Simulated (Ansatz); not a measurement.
# Ti2Br: the cost of one run

Computed with Ansatz 0.2.0 (DFT PBE, scalar-relativistic, plane waves, PAW, unless a step's input says otherwise).

The COD entry's cell or inner coordinates are ideal or old and differ from later refinements, so a difference from it is no clean test against experiment.

## 1. The starting structure

The structure is cubic, space group Pn-3m (No. 224). The conventional cell has a = 5.100 Å, b = 5.100 Å, c = 5.100 Å, α = 90.00°, β = 90.00°, γ = 90.00°. Ti (site symmetry -3m) is surrounded by 2 Br at 2.21 Å. Br (site symmetry -43m) is surrounded by 4 Ti at 2.21 Å.

Coordinates:

```
Ti Br
1.0
     5.09993    0.00000    0.00000
     0.00000    5.09993    0.00000
     0.00000    0.00000    5.09993
Ti Br
4 2
Cartesian
  1.2750 1.2750 1.2750
  1.2750 3.8249 3.8249
  3.8249 3.8249 1.2750
  3.8249 1.2750 3.8249
  0.0000 0.0000 0.0000
  2.5500 2.5500 2.5500
```

This is candidate A: cuprite type (Pn-3m, No. 224).

(A quick probe on a coarse mesh, which set the mesh and smearing, is not shown.)

## 3. Coarse relaxation (candidate A)

File input.yaml:

```yaml
crystal:
  lattice:
    - [5.0999331422, 0.0, 0.0]
    - [0.0, 5.0999331422, 0.0]
    - [0.0, 0.0, 5.0999331422]
  atoms:
    - { symbol: Ti, position: [0.25, 0.25, 0.25] }
    - { symbol: Ti, position: [0.25, 0.75, 0.75] }
    - { symbol: Ti, position: [0.75, 0.75, 0.25] }
    - { symbol: Ti, position: [0.75, 0.25, 0.75] }
    - { symbol: Br, position: [0.0, 0.0, 0.0] }
    - { symbol: Br, position: [0.5, 0.5, 0.5] }
basis:
  ecutwfc: 420
kpoints:
  mp_grid: { grid: [4, 4, 4] }
hamiltonian:
  xc: pbe
scf:
  occupations: { method: gaussian, width: 0.1 }
  lower_state_search: "off"
output:
  forces: true
  stress: true
  eigenvalues: true
relax:
  adjacent_minimum: "off"
  f_tol: 0.04
  max_steps: 70
  cell: { stress_tol: 0.4 }
```

Command:

```console
$ ansatz run input.yaml --threads 1 --pin off --max-ram 2560MiB --backend cpu --events-out ev --progress --plain --runs-dir out
```

**Question.** How long does this run take on 1 thread of Arm Neoverse N1, shared host, and how much memory does it need?

About 36 s, with a peak of 0.4 GiB.
